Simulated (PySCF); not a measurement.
**TaOH3: structure of the singlet**

The task is one start of a wider search on TaOH3: the singlet, from a tetrahedral start. It is relaxed, tested by its Hessian and followed downhill if it is a saddle.

Program: PySCF 2.14.0. Level of theory: PBE0, basis Ta def2-TZVP with ECP60, O def2-TZVP, H def2-TZVP, scalar-relativistic core potentials, no spin–orbit coupling, density fitting. These are calculated values, not measurements.

### Step 1. Starting geometry

5 atoms, charge 0, spin multiplicity 1.

Bond lengths: Ta1–O2 1.830 Å, Ta1–H3 1.780 Å, Ta1–H4 1.780 Å, Ta1–H5 1.780 Å. Angles: O2–Ta1–H3 109.5°, O2–Ta1–H4 109.5°, O2–Ta1–H5 109.5°, H3–Ta1–H4 109.5°, H3–Ta1–H5 109.5°, H4–Ta1–H5 109.5°.

```xyz
5
charge 0 multiplicity 1
Ta    0.0000    0.0000    0.0000
O     0.0000   -1.4943   -1.0564
H     1.4534    0.0000    1.0276
H    -1.4534    0.0000    1.0276
H     0.0000    1.4534   -1.0276
```

### Step 2. First SCF at the start

The steps below are one call of a driver around PySCF. For each, scf.py gives the equivalent set-up of the SCF; relaxations use the driver's own optimiser. After this first run the driver tries any further starts and a stability analysis.

scf.py reads:

```python
from pyscf import gto, scf, dft
mol = gto.M(atom='''
Ta     0.000000     0.000000     0.000000
O     -0.000000    -1.494300    -1.056400
H      1.453400     0.000000     1.027600
H     -1.453400     0.000000     1.027600
H      0.000000     1.453400    -1.027600''',
    basis={'Ta': 'def2-TZVP', 'O': 'def2-TZVP', 'H': 'def2-TZVP'},
    ecp={'Ta': 'def2-TZVP'},
    charge=0, spin=0)
mf = dft.RKS(mol, xc='PBE0')
mf.grids.atom_grid = (50, 194)
aux = {'Ta': 'def2-universal-JKFIT', 'O': 'def2-universal-JKFIT', 'H': 'def2-universal-JKFIT'}
mf = mf.density_fit(auxbasis=aux)
mf.conv_tol = 1e-08
mf.diis_space = 10
mf.max_cycle = 60
mf.init_guess = 'minao'
mf.verbose = 4
mf.kernel()
```

Command:

```sh
$ OMP_NUM_THREADS=2 python axn.py task.json out
```

The log of the run:

```text
init E= -114.493640051763
  HOMO = -0.518834080800023  LUMO = -0.365477633324119  gap/eV = 4.17304
cycle= 1 E= -133.786000610653  delta_E= -19.3  |g|= 0.885  |ddm|= 5.86
  HOMO = -0.120298265404374  LUMO = -0.0551447828738869  gap/eV = 1.77292
cycle= 2 E= -131.74010074114  delta_E= 2.05  |g|=  3.1  |ddm|= 1.93
  HOMO = -0.290141409330711  LUMO = -0.0373684858557293  gap/eV = 6.87830
cycle= 3 E= -133.892229243537  delta_E= -2.15  |g|= 0.499  |ddm|=  1.5
  HOMO = -0.338855147511947  LUMO = -0.129880574869745  gap/eV = 5.68649
cycle= 4 E= -133.952681144617  delta_E= -0.0605  |g|= 0.231  |ddm|= 0.622
  HOMO = -0.33249452968062  LUMO = -0.113406023294763  gap/eV = 5.96170
cycle= 5 E= -133.963954089769  delta_E= -0.0113  |g|= 0.0533  |ddm|= 0.147
  HOMO = -0.333841734075443  LUMO = -0.111509802377947  gap/eV = 6.04996
cycle= 6 E= -133.964550009599  delta_E= -0.000596  |g|= 0.0185  |ddm|= 0.0253
  HOMO = -0.335128453051396  LUMO = -0.111581938220815  gap/eV = 6.08301
cycle= 7 E= -133.964621301704  delta_E= -7.13e-05  |g|= 0.00154  |ddm|= 0.00983
  HOMO = -0.335197945829811  LUMO = -0.111706594842086  gap/eV = 6.08151
cycle= 8 E= -133.964621893911  delta_E= -5.92e-07  |g|= 0.000362  |ddm|= 0.0011
  HOMO = -0.33519565208865  LUMO = -0.11173290555934  gap/eV = 6.08073
cycle= 9 E= -133.96462192332  delta_E= -2.94e-08  |g|= 5.82e-05  |ddm|= 0.000239
  HOMO = -0.335193978680733  LUMO = -0.111735378833979  gap/eV = 6.08062
cycle= 10 E= -133.964621924305  delta_E= -9.85e-10  |g|= 5.17e-06  |ddm|= 5.44e-05
  HOMO = -0.335194148014437  LUMO = -0.111736833925329  gap/eV = 6.08058
Extra cycle  E= -133.964621924279  delta_E= 2.69e-11  |g|= 1.49e-05  |ddm|= 1.26e-05
converged SCF energy = -133.964621924279
```

This step, with its further starts and checks, needed 12 s of wall time on 2 threads of Arm Neoverse V1, shared host.

Energies from each starting density:

```
                      start  energy (Eh)
    the minimal-basis guess  -133.964622
a thermally smeared density  -133.964622
      a smeared PBE density  -133.964622
```

No lower closed-shell solution turned up from the other starts or in the test of internal stability.

### Step 3. Tetrahedral start, singlet: relaxation

The program finds C3v symmetry in the start, which this walk keeps.

scf.py: that of step 2 with these lines changed.

```diff
@@ -3,5 +3,5 @@
-Ta     0.000000     0.000000     0.000000
-O     -0.000000    -1.494300    -1.056400
-H      1.453400     0.000000     1.027600
-H     -1.453400     0.000000     1.027600
-H      0.000000     1.453400    -1.027600''',
+Ta     0.000000     0.112194     0.079330
+O     -0.000000    -1.382019    -0.977192
+H      1.453349     0.112216     1.107002
+H     -1.453349     0.112216     1.107002
+H      0.000000     1.565522    -0.948373''',
@@ -18 +17,0 @@
-mf.init_guess = 'minao'
```

Energy and gradient, step by step:

```
step  energy (Eh)  change (kJ/mol)  largest symmetric gradient (Eh/bohr)
   0  -133.964622             0.00                               0.08848
   1  -133.980095           -40.62                               0.02578
   2  -133.981792           -45.08                               0.00389
   3  -133.982686           -47.43                               0.00178
   4  -133.982732           -47.55                               0.00101
   5  -133.982751           -47.60                               0.00037
   6  -133.982751           -47.60                               0.00005
```

The walk took 16 s.

Positions (Å) and forces (eV/Å) along the way:

```
step 0
Ta   0.000   0.112   0.079   0.000  -4.012  -2.831
O    0.000  -1.382  -0.977   0.000   4.553   3.213
H    1.453   0.112   1.107   0.024  -0.188  -0.116
H   -1.453   0.112   1.107  -0.024  -0.188  -0.116
H    0.000   1.566  -0.948   0.000  -0.164  -0.150
step 1
Ta   0.000   0.098   0.069   0.000   1.327   0.936
O    0.000  -1.275  -0.902   0.000  -0.750  -0.528
H    1.459   0.079   1.088   0.134  -0.237  -0.072
H   -1.459   0.079   1.088  -0.134  -0.237  -0.072
H    0.000   1.538  -0.976   0.000  -0.103  -0.263
step 3
Ta   0.000   0.170   0.120   0.000   0.018   0.013
O    0.000  -1.213  -0.858   0.000   0.091   0.065
H    1.504   0.020   1.078  -0.079  -0.010  -0.063
H   -1.504   0.020   1.078   0.079  -0.010  -0.063
H    0.000   1.524  -1.050   0.000  -0.089   0.048
step 6
Ta   0.000   0.178   0.126   0.000   0.002   0.002
O    0.000  -1.203  -0.851   0.000  -0.003  -0.001
H    1.501   0.015   1.072   0.000   0.000   0.000
H   -1.501   0.015   1.072   0.000   0.000   0.000
H    0.000   1.516  -1.051   0.000   0.000   0.000
```

It settles in C3v symmetry, 47.6 kJ/mol below the start, after 6 steps: Ta–H 1.782 Å (×3), Ta–O 1.692 Å; H–Ta–H 114.8° (×3), H–Ta–O 103.4° (×3).

### Step 4. Frequencies

On the finer grid the gradient is checked again; gradients at displacements of ±0.02 bohr then give force constants and infrared intensities.

scf.py: that of step 3 with these lines changed.

```diff
@@ -3,5 +3,5 @@
-Ta     0.000000     0.112194     0.079330
-O     -0.000000    -1.382019    -0.977192
-H      1.453349     0.112216     1.107002
-H     -1.453349     0.112216     1.107002
-H      0.000000     1.565522    -0.948373''',
+Ta    -0.000000     0.105430     0.074547
+O      0.000000    -1.276098    -0.902298
+H      1.501218    -0.057795     1.020641
+H     -1.501218    -0.057795     1.020641
+H      0.000000     1.443379    -1.102434''',
@@ -12 +12 @@
-mf.grids.atom_grid = (50, 194)
+mf.grids.atom_grid = (75, 302)
@@ -15 +15 @@
-mf.conv_tol = 1e-08
+mf.conv_tol = 1e-10
```

This SCF starts from the last density.

Log of the central SCF (cycles and frontier levels):

```text
init E= -133.982834041057
  HOMO = -0.337004104885803  LUMO = -0.0941277253188463  gap/eV = 6.60900
cycle= 1 E= -133.982834041055  delta_E= 2.93e-12  |g|= 3.73e-06  |ddm|= 2.28e-06
  HOMO = -0.337004224322573  LUMO = -0.094127867903  gap/eV = 6.60900
Extra cycle  E= -133.982834041036  delta_E= 1.9e-11  |g|= 1.13e-05  |ddm|= 6.29e-06
converged SCF energy = -133.982834041036
```

The whole step took 44 s.

Geometry: C3v; Ta–H 1.782 Å (×3), Ta–O 1.692 Å; H–Ta–H 114.8° (×3), H–Ta–O 103.4° (×3).

Harmonic modes (main isotopes):

```csv
symmetry,ω (cm⁻¹),IR (km/mol),μ (u)
e,573,8.4,1.13
a1,644,106,1.04
e,750,118,1.02
a1,1055,171,13.70
e,1862,670,1.02
a1,1890,70.8,1.01
```

All wavenumbers are real: a minimum.

Constants and moments:

| Item | Value |
| --- | --- |
| Dipole moment | 2.77 D |
| Highest occupied level | -9.17 eV |
| Lowest empty level | -2.56 eV |
| Rotational constants | 1.856, 0.3548, 0.3548 cm⁻¹ |
| Zero-point energy | 59.6 kJ/mol |
| Principal polarisabilities | 43.6, 43.6, 45.6 bohr³ |
| Atomisation energy without zero-point energy | 1676 kJ/mol |
| Principal traceless quadrupole moments about the centre of mass | -0.77, 0.39, 0.39 D Å |
| Entropy at 298.15 K and 1 bar | 263.8 J/(mol K) |
| Heat capacity Cp at 298.15 K | 54.1 J/(mol K) |
| Enthalpy at 298.15 K above 0 K | 11.78 kJ/mol |
| Rotational symmetry number | 3 |

Charges (e) and bond orders:

| atom | Mulliken | Löwdin | polar tensor | Mayer order to Ta1 |
| --- | --- | --- | --- | --- |
| Ta1 | 0.87 | 0.60 | 1.58 | – |
| O2 | -0.45 | -0.23 | -0.67 | 2.31 |
| H3,4,5 | -0.14 | -0.12 | -0.30 | 0.97 |

Mulliken populations on Ta1 (outside its core potential): s 2.75, p 6.46, d 2.84, f 0.08.

### Step 5. Would spin polarisation lower it?

At the lowest minimum the closed shell is tested against spin polarisation, on the (50, 194) grid. It is stable.

### Step 6. Summary of results

| quantity | value |
| --- | --- |
| minimum | singlet, C3v |
| geometry | Ta–H 1.782 Å (×3), Ta–O 1.692 Å; H–Ta–H 114.8° (×3), H–Ta–O 103.4° (×3) |
| wavenumbers (cm⁻¹) | 573 (e), 644 (a1), 750 (e), 1055 (a1), 1862 (e), 1890 (a1) |
| dipole moment | 2.77 D |
| highest occupied, lowest empty level | -9.17, -2.56 eV |
| polar-tensor charge of Ta1 | +1.58 e |
| zero-point energy | 59.6 kJ/mol |
| entropy at 298.15 K | 263.8 J/(mol K) |
| atomisation energy (no zero-point energy) | 1676 kJ/mol |

**Reading.** The molecule stays C3v, as typed, and the end point is a minimum. In the infrared the band at 1862 cm⁻¹ (e, stretch) leads. Other starts or spin states, not run here, may lie lower. Spin–orbit coupling, left out here, can matter for elements this heavy.

The search up to here needed 75 s of wall time on 2 threads of Arm Neoverse V1, shared host.
